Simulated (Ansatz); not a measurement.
# BeCdS3: the cost of one run

Computed with Ansatz 0.2.0 (DFT PBE, scalar-relativistic, plane waves, PAW, unless a step's input says otherwise).

1 further run of the same task is left out (set aside as unsound or not needed). Runs told in other sessions of the task aren't counted.

### Step 1. The starting structure

It takes space group R-3c (No. 167, trigonal). The conventional cell has a = 6.522 Å, b = 6.522 Å, c = 13.858 Å, α = 90.00°, β = 90.00°, γ = 120.00°. Be (site symmetry -3) is surrounded by 6 S at 2.31 Å. Around Cd (site symmetry 32) lie 3 S at 2.59 Å. S (site symmetry 2) has 2 Be at 2.31 Å and 1 Cd at 2.59 Å in its first shell of neighbours.

Coordinates:

```cif
data_structure
_symmetry_space_group_name_H-M 'R-3c:H'
_symmetry_Int_Tables_number 167
_cell_length_a 6.5220
_cell_length_b 6.5220
_cell_length_c 13.8585
_cell_angle_alpha 90.000
_cell_angle_beta 90.000
_cell_angle_gamma 120.000
_cell_volume 510.52
loop_
_atom_site_label
_atom_site_type_symbol
_atom_site_symmetry_multiplicity
_atom_site_Wyckoff_symbol
_atom_site_fract_x
_atom_site_fract_y
_atom_site_fract_z
_atom_site_occupancy
Be1 Be 6 b 0.33333 0.66667 0.16667 1
Cd1 Cd 6 a 0.33333 0.66667 0.41667 1
S1 S 18 e 0.60345 0.60345 0.25000 1
```

The cell was relaxed beforehand at this level, from a generated guess; it is a trial structure. At a tolerance of 0.05 Å it has space group R-3c (No. 167); it has 17.02 Å³/atom, an uncorrected energy of -0.06 eV/atom over the elements.

### Step 2. Static run: bands, density of states and charges

The input, input.yaml:

```yaml
crystal:
  lattice:
    - [3.2610206323, 1.8827511399, 4.6194837494]
    - [-3.2610206323, 1.8827511399, 4.6194837494]
    - [0.0, -3.7655022797, 4.6194837494]
  atoms:
    - { symbol: Be, position: [0.5, 0.5, 0.5] }
    - { symbol: Be, position: [0.0, 0.0, 0.0] }
    - { symbol: Cd, position: [0.75, 0.75, 0.75] }
    - { symbol: Cd, position: [0.25, 0.25, 0.25] }
    - { symbol: S, position: [0.8534534107, 0.25, 0.6465465893] }
    - { symbol: S, position: [0.6465465893, 0.8534534107, 0.25] }
    - { symbol: S, position: [0.25, 0.6465465893, 0.8534534107] }
    - { symbol: S, position: [0.1465465893, 0.75, 0.3534534107] }
    - { symbol: S, position: [0.3534534107, 0.1465465893, 0.75] }
    - { symbol: S, position: [0.75, 0.3534534107, 0.1465465893] }
basis:
  ecutwfc: 420
kpoints:
  mp_grid: { grid: [6, 6, 6] }
  band_path:
    path:
      - [[0.0, 0.0, 0.0], [0.5, 0.5, 0.5], [0.72259252, 0.27740748, 0.5]]
      - [[0.5, -0.27740748, 0.27740748], [0.5, 0.0, 0.0], [0.0, 0.0, 0.0], [0.38870374, -0.38870374, 0.0]]
      - [[0.61129626, 0.0, 0.38870374], [0.5, 0.0, 0.5], [0.0, 0.0, 0.0]]
    npoints: 14
hamiltonian:
  xc: pbe
scf:
  occupations: { method: gaussian, width: 0.1 }
  n_extra_bands: 25
output:
  forces: true
  stress: true
  eigenvalues: true
  populations: true
  dos: { projected: true, de: 0.02, nscf_kmesh: { grid: [8, 8, 8] } }
  bader: true
  write_density: true
  write_potential: true
  elf: true
  volumetric_format: npy
```

Started as:

```console
$ ansatz run input.yaml --threads 1 --pin off --max-ram 2560MiB --backend cpu --events-out ev --progress --plain --runs-dir out
```

**Question.** How long does this run take on 1 thread of Intel Xeon at 2.50GHz (Skylake/Cascade Lake), shared host, and how much memory does it need?

About 5.2 min, with a peak of 0.85 GiB.
